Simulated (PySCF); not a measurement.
# I6Re ([ReI6]2-): the cost of one run

Programs: PySCF 2.14.0, with routines of our own; each step states its level. All values are computed. Atoms count from 0.

## Step 1: The system as given

7 atoms, charge -2, states of the metal's open shell are computed; geometry from: model start, shaken.

## Step 2: Geometry optimisation at PBE0-D3(BJ)/def2-SVP

The job: settings as JSON, then the geometry in Å.

```
{"job": {"xc": "PBE0", "basis": "def2-SVP", "d3": "d3bj", "grid": 1, "maxiter": 45, "solvent": "water", "kind": "geom"}, "charge": -2, "metal": "Re", "open_shell": "d3"}
Re     0.000020     0.004480    -0.004110
I     -0.013360    -0.006820     2.675130
I      0.000900     0.020100    -2.697380
I      2.680690     0.007350     0.005350
I     -2.688420    -0.013960    -0.000440
I      0.010430     2.669840    -0.006860
I     -0.028520    -2.709340    -0.027630
```

Run with:

```bash
> OMP_NUM_THREADS=1 python lf_run.py task.json out
```

One launch serves the whole session: the jobs run in the order shown.

Q: Estimate the wall time and peak memory of this first job on 1 thread of Intel Xeon Platinum 8488C, shared host.

About 7.7 min, with a peak of 1.4 GiB.
